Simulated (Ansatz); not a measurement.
# CHAlGa+ (quintet): the correlation ladder, cc-pVDZ

One table from this session's results is given with a row withheld; the runs are named, their logs left out.

Program: Ansatz 0.2.0, Gaussian basis. Level of theory: cc-pVDZ, core rule «outside noble gas», up to 20 orbitals frozen. These are calculated values, not measurements.

To be run: UHF; CCSD(T) on ROHF; CCSD(T) on UHF; BCCD(T) on ROHF; CISD as a restricted active space (open shells left free, so some higher excitations enter); CCSDT(Q) on ROHF; CCSDT(Q) on UHF.

37 further runs of the same task are left out: 2 for a known fault of the program, 23 that didn't finish, 12 set aside as unsound or not needed. Runs told in other sessions of the task aren't counted.

### The geometry

The geometry is a PBE0/def2-TZVP stationary point (not a proven minimum) of the parent state, kept for this charge and spin. No spin-orbit coupling is included. The filled d shell of Ga may be among the frozen orbitals whatever the setting's name suggests.

4 atoms, charge 1, spin multiplicity 5.

Atoms are counted from 1 here; the program's logs count them from 0.

Bond lengths: C1–Al2 1.943 Å, Al2–Ga3 2.652 Å, Al2–H4 1.870 Å, Ga3–H4 1.887 Å. Angles: C1–Al2–Ga3 152.6°, C1–Al2–H4 107.2°, Ga3–Al2–H4 45.3°, Al2–Ga3–H4 44.8°, Al2–H4–Ga3 89.8°.

Set-up of the first run:

The input, in.yaml:

```yaml
crystal:
  periodic: [false, false, false]
  atoms:
    - {symbol: C, position_ang: [0.000000, 0.353117, 3.308131]}
    - {symbol: Al, position_ang: [0.000000, -0.307507, 1.481286]}
    - {symbol: Ga, position_ang: [0.000000, 0.041063, -1.148206]}
    - {symbol: H, position_ang: [0.000000, 1.183406, 0.353214]}
basis:
  gaussian: {orbitals: cc-pVDZ}
total_charge: 1
magnetization: {spin_polarized: true, initial_magnetization: 4}
hamiltonian: {xc: hf}
output: {orbitals: {seedname: orbitals}}
```

Launch:

```console
$ ansatz run in.yaml --threads 1 --pin off --events-out ev --progress --plain --max-ram 2393MiB
```

Among the steps run: UHF; CCSD(T) on ROHF; CCSD(T) on UHF; BCCD(T) on ROHF; CISD as a restricted active space (open shells left free, so some higher excitations enter); CCSDT(Q) on ROHF; CCSDT(Q) on UHF.

One of the session's tables, all rows but one given; the rest of the session is left out.

It belongs to the step «Misses and costs». 

| method | from UCCSDT(Q) (meV) |
| --- | --- |
| ROHF | +5099.1 |
| UHF | +4985.4 |
| RMP2 | +1335.3 |
| UMP2 | +1345.8 |
| CISD | +564.2 |
| RCCSD | +206.6 |
| UCCSD | +203.9 |
| RCCSD(T) | +58.1 |
| UCCSD(T) | ? |
| BCCD(T) | +55.9 |
| RCCSDT | +10.5 |
| UCCSDT | +9.2 |
| RCCSDT(Q) | +2.1 |
| UCCSDT(Q) | 0 |

Estimate the missing values for UCCSD(T).

**Answer.** from UCCSDT(Q) (meV): +57.5. In the column «from UCCSDT(Q) (meV)» it lies between BCCD(T) (+55.9) and RCCSD(T) (+58.1).

To keep in mind: Restricted and unrestricted rows rest on different reference determinants; a gap between their highest levels can come from leftover correlation error, from unlike frozen cores or from another state.
